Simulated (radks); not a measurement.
**Ionising vanadium step by step, V to V²²⁺**

One table from this session's results is given with a row withheld; the runs are named, their logs left out.

Method: Dirac Kohn-Sham, BLYP, spin-unpolarised, spherical densities, finite nucleus; open shells fill j = l - 1/2 first. Code: radks (a radial shooting solver on a logarithmic mesh, Libxc functionals) version 1.

## Starting point

* element: vanadium (Z = 23)
* charges: 0 to 22
* first configuration: [Ar] 3d3 4s2
* last configuration: 1s1

Set-up of the first run:

Settings of this run:

```text
Z 23
configuration [Ar] 3d3 4s2
relativity Dirac
functional b88,lyp
spin unpolarised
j_filling energy
nucleus finite rms 3.6002 fm
c 137.035999084
```

Among the steps run: V, [Ar] 3d3 4s2.

One table of the session follows, with a row left open; its other results are not shown here.

It belongs to the step «V, [Ar] 3d3 4s2». Radial moments (bohr):

```
level     <r>  outermost maximum (interpolated)  90 % within  nodes
2p1/2  0.2722                             0.206        0.448      0
2p3/2  0.2750                             0.209        0.452      0
3s1/2       ?                                 ?            ?      ?
3p1/2   1.011                             0.839         1.56      1
3p3/2   1.020                             0.846         1.57      1
3d3/2   1.448                             0.888         2.58      0
3d5/2   1.455                             0.891         2.59      0
4s1/2   3.348                              2.73         5.10      3
```

Estimate the missing values for 3s1/2.

**Answer.** <r>: 0.9486; outermost maximum (interpolated): 0.819; 90 % within: 1.42; nodes: 2. In the column «<r>» it lies between 2p3/2 (0.2750) and 3p1/2 (1.011).

Limits of these values: Spin polarisation and multiplet splitting are left out, so open shells lie too high by an amount that depends on their filling.
